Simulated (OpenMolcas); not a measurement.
# Pd²⁺: CASSCF and CASPT2 terms and fine-structure levels

Aim: the low terms and levels of Pd²⁺, with their order and spacing, then second-order correlation under several settings.

Method: state-averaged CASSCF and CASPT2, spin-orbit coupling by RASSI with atomic mean-field integrals. Code: OpenMolcas 26.06.

**1. The system**

| Item | Value |
| --- | --- |
| Species | Pd²⁺ (palladium, Z = 46, 44 electrons) |
| Basis | ANO-R2 [7s5p4d2f1g], 65 functions |
| Scalar Hamiltonian | X2C, finite nucleus |
| Inactive shells | 1s 2s 2p 3s 3p 3d 4s 4p |
| Active space | 8 electrons in 5 orbitals (4d) |
| Some configurations of this space | 4d⁸ |
| Orbitals | optimised for the ground-state spin in each parity, averaged over the low roots |

Outer shells as boxes (Hund's rule):

4d8
```
4d [↑↓][↑↓][↑↓][↑ ][↑ ]
```

The work runs as a chain of OpenMolcas steps in one folder; each step below is one input file. Labels, J, g values, rates, χT and fits are worked out afterwards by a script from the matrices that RASSI stores.

**2. Basis and integrals**

Input file a.inp:

```
&GATEWAY
Coord
1

Pd 0.0 0.0 0.0
Basis=ANO-R2
Group=XYZ
NoMove
AngMom=0.0 0.0 0.0
AMFI
&SEWARD
```

Launch:

```sh
$ OMP_NUM_THREADS=1 MOLCAS_MEM=2252 MOLCAS_PROJECT=a pymolcas a.inp > a.log
```

**3. Reference wave functions, triplets of even parity, 10 roots**

Input file a.inp:

```
&RASSCF
FileOrb=start.orb
Symmetry=1
Spin=3
nActEl=8 0 0
Inactive=9 9
Ras2=5 0
CIRoot=10 10 1
SDav=10
CIMx=300
Iter=120 100
PrWF=0.3
OrbListing=Nothing
MaxOrb=0
Atom
>>> COPY $Project.JobIph JOB001
```

start.orb holds the contracted functions of the basis, ordered by shell, or the orbitals of the step before.

**4. Reference wave functions, singlets of even parity, 15 roots**

Input file a.inp:

```
&RASSCF
FileOrb=start.orb
Symmetry=1
Spin=1
nActEl=8 0 0
Inactive=9 9
Ras2=5 0
CIRoot=15 15 1
SDav=15
CIMx=300
Iter=120 100
PrWF=0.3
OrbListing=Nothing
MaxOrb=0
Atom
CIOnly
>>> COPY $Project.JobIph JOB002
```

**5. State interaction with spin-orbit coupling**

Input file a.inp:

```
&RASSI
NrOfJobIphs=2 10 14
1 2 3 4 5 6 7 8 9 10
1 2 3 4 5 6 7 8 9 10 11 12 13 14
IphNames
JOB001
JOB002
EJob
SpinOrbit
DIPRint=1.0
SOCoupling=1000.0
Subsets=2
MEES
Property=10
'ANGMOM' 1 'ANGMOM' 2 'ANGMOM' 3 'MLTPL  1' 1 'MLTPL  1' 2 'MLTPL  1' 3
'AMFI' 1 'AMFI' 2 'AMFI' 3 'MLTPL  2' 6
SOProperty=3
'ANGMOM' 1 'ANGMOM' 2 'ANGMOM' 3
```

**6. CASPT2: IPEA 0.1, sigma1 regulariser 0.15 (closed shells correlated: none)**

Input file a.inp:

```
>>> COPY JOB001 $Project.JobIph
&CASPT2
Multistate=10 1 2 3 4 5 6 7 8 9 10
Frozen=9 9
IPEA=0.1
Sig1=0.15
MaxIter=60
WThr=0.0 0.3 0.05
PrWF=0.5
NoMix
>>> COPY JOB002 $Project.JobIph
&CASPT2
Multistate=14 1 2 3 4 5 6 7 8 9 10 11 12 13 14
Frozen=9 9
IPEA=0.1
Sig1=0.15
MaxIter=60
WThr=0.0 0.3 0.05
PrWF=0.5
NoMix
```

**7. CASPT2: IPEA 0.35, imaginary shift 0.05 (closed shells correlated: 3d 4s 4p), extended multistate**

Input file a.inp:

```
>>> COPY JOB001 $Project.JobIph
&CASPT2
XMultistate=10 1 2 3 4 5 6 7 8 9 10
Frozen=3 6
IPEA=0.35
Imaginary=0.05
MaxIter=60
WThr=0.0 0.3 0.05
PrWF=0.5
NoMix
>>> COPY JOB002 $Project.JobIph
&CASPT2
XMultistate=14 1 2 3 4 5 6 7 8 9 10 11 12 13 14
Frozen=3 6
IPEA=0.35
Imaginary=0.05
MaxIter=60
WThr=0.0 0.3 0.05
PrWF=0.5
NoMix
```

**8. CASPT2: IPEA 0 (closed shells correlated: 4s 4p)**

Input file a.inp:

```
>>> COPY JOB001 $Project.JobIph
&CASPT2
Multistate=10 1 2 3 4 5 6 7 8 9 10
Frozen=8 6
IPEA=0.0
MaxIter=60
WThr=0.0 0.3 0.05
PrWF=0.5
NoMix
>>> COPY JOB002 $Project.JobIph
&CASPT2
Multistate=14 1 2 3 4 5 6 7 8 9 10 11 12 13 14
Frozen=8 6
IPEA=0.0
MaxIter=60
WThr=0.0 0.3 0.05
PrWF=0.5
NoMix
```

(Steps that only read results are left out.)

What does the calculation give? Wanted: lowest level; first excited level; lowest level of another term; spin-orbit lowering of the lowest level; strongest of the lines computed, by gA.

**Answer**, as computed:

```
                                                                                      quantity                                                                          value
                                                                                        method  SS-CASPT2, IPEA 0.1, sigma1 regulariser 0.15 (closed shells correlated: none)
                                                                                  lowest level                                          4d⁸ ³F₄, 99 % of that term, g = 1.249
                                                                   ground level listed by NIST                                                                            3F4
                                                                           first excited level                                                           4d⁸ ³F₃ at 3130 cm⁻¹
                                                                  lowest level of another term                                                          4d⁸ ³P₂ at 10650 cm⁻¹
                                                       spin-orbit lowering of the lowest level                                                                      2378 cm⁻¹
strongest of the lines computed, by gA (one parity, so forbidden lines), at SS-CASPT2 energies                                  4d⁸ ¹G₄ → 4d⁸ ³F₄, 515.9 nm, A = 1.49e+00 s⁻¹
```

Cost and accuracy by method:

```tsv
method	time of its own steps	time with the reference	mean absolute difference from the measured levels (cm-1)
A. CASSCF	7.5 s	7.5 s	2500
B. SS-CASPT2, IPEA 0.1, sigma1 regulariser 0.15, +none	1.9 s	9.4 s	570
C. XMS-CASPT2, IPEA 0.35, imaginary shift 0.05, +3d 4s 4p	3.2 s	11 s	430
D. SS-CASPT2, IPEA 0, +4s 4p	3.1 s	11 s	190
```

Times are of one thread on a shared host.

**Reading.** The multiplet ³F is inverted; its intervals divided by the larger J differ by 43 % of their mean, where Landé's rule for pure LS coupling makes them equal. Second-order correlation (method B) scales the levels of the lowest configuration above 5000 cm⁻¹ by 0.79 to 0.90. Method D lies closest to the measured levels (190 cm⁻¹ on average) and A farthest (2500). Only the configurations of the active space and the roots asked for are present. The singlets rest on orbitals optimised for another spin in at least one step, which raises them against the optimised states. Not all states of the active space went into the spin-orbit step. CASPT2 does not keep the components of a term degenerate, and the means are used. Only valence configurations of the active space appear, up to the ionisation limit; * or ° marks odd parity.
